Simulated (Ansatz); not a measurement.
**Li2WN2: what a guessed cell relaxes into**

The task: take a trial cell of Li2WN2 to zero force and stress.

Computed with Ansatz 0.2.0 (DFT PBE, scalar-relativistic, plane waves, PAW, unless a step's input says otherwise).

1 further run of the same task is left out (set aside as unsound or not needed).

## (1) The starting structure

It takes space group I4/mmm (No. 139, tetragonal). Conventional cell: a = 3.677 Å, b = 3.677 Å, c = 8.601 Å, α = 90.00°, β = 90.00°, γ = 90.00°. Li (site symmetry 4mm) has 4 N at 2.12 Å and 1 Li at 2.19 Å as nearest neighbours. W (site symmetry 4/mmm) has 10 Li at 2.82 to 3.20 Å and 8 N at 2.83 Å as nearest neighbours. N (site symmetry -4m2) is surrounded by 4 Li at 2.12 Å and 4 W at 2.83 Å.

Structure file:

```
Li W N
1.0
    -1.83873    1.83873    4.30065
     1.83873   -1.83873    4.30065
     1.83873    1.83873   -4.30065
Li W N
2 1 2
Cartesian
  0.0000 0.0000 3.2048
  0.0000 0.0000 5.3965
  0.0000 0.0000 0.0000
  0.0000 1.8387 2.1503
  1.8387 0.0000 2.1503
```

The cell is invented: species swapped into a database cell of ErSi2Os2 (I4/mmm, No. 139), with W on the Er sites, Li on the Si sites and N on the Os sites. Lengths come from tabulated atomic sizes and are only a guess.

## (2) Probe: one point on a coarse mesh

input.yaml

```yaml
crystal:
  lattice:
    - [-1.83873059, 1.83873059, 4.30064585]
    - [1.83873059, -1.83873059, 4.30064585]
    - [1.83873059, 1.83873059, -4.30064585]
  atoms:
    - { symbol: Li, position: [0.37259999, 0.37259999, 0.0] }
    - { symbol: Li, position: [0.62740001, 0.62740001, 0.0] }
    - { symbol: W, position: [0.0, 0.0, 0.0] }
    - { symbol: "N", position: [0.75, 0.25, 0.5] }
    - { symbol: "N", position: [0.25, 0.75, 0.5] }
basis:
  ecutwfc: 420
kpoints:
  mp_grid: { grid: [6, 6, 6] }
hamiltonian:
  xc: pbe
scf:
  occupations: { method: gaussian, width: 0.1 }
  lower_state_search: "off"
output:
  forces: true
  stress: true
  eigenvalues: true
```

Command:

```console
ansatz run input.yaml --threads 1 --pin off --max-ram 2048MiB --backend cpu --events-out ev --progress --plain --runs-dir out
```

Further runs follow: a loose first relaxation; relaxation on the finer mesh.

**Question.** What will these runs give? Wanted: conventional cell; volume; energy over the elements; gap on the mesh.

The runs gave:

```
                                                              quantity                                                                      value
                                symmetry at the end (tolerance 0.05 Å)                                               space group I4/mmm (No. 139)
                                                     conventional cell  a = 3.635 Å, b = 3.635 Å, c = 6.224 Å, α = 90.00°, β = 90.00°, γ = 90.00°
                                                                volume                                                               8.22 Å³/atom
energy over the elements (uncorrected; H, N, O, F and Cl as molecules)                                                              +0.57 eV/atom
                                                       gap on the mesh                                                               none (metal)
```

In words: The space group I4/mmm (No. 139) is kept, and the volume per atom shrinks by 29.3 % from the first guess. The formation energy is positive, so the separate elements lie lower. No finished test with a distortion of lower symmetry is shown, so the end may be a saddle point. Spin-orbit coupling is left out for W. Other magnetic orders were not searched.
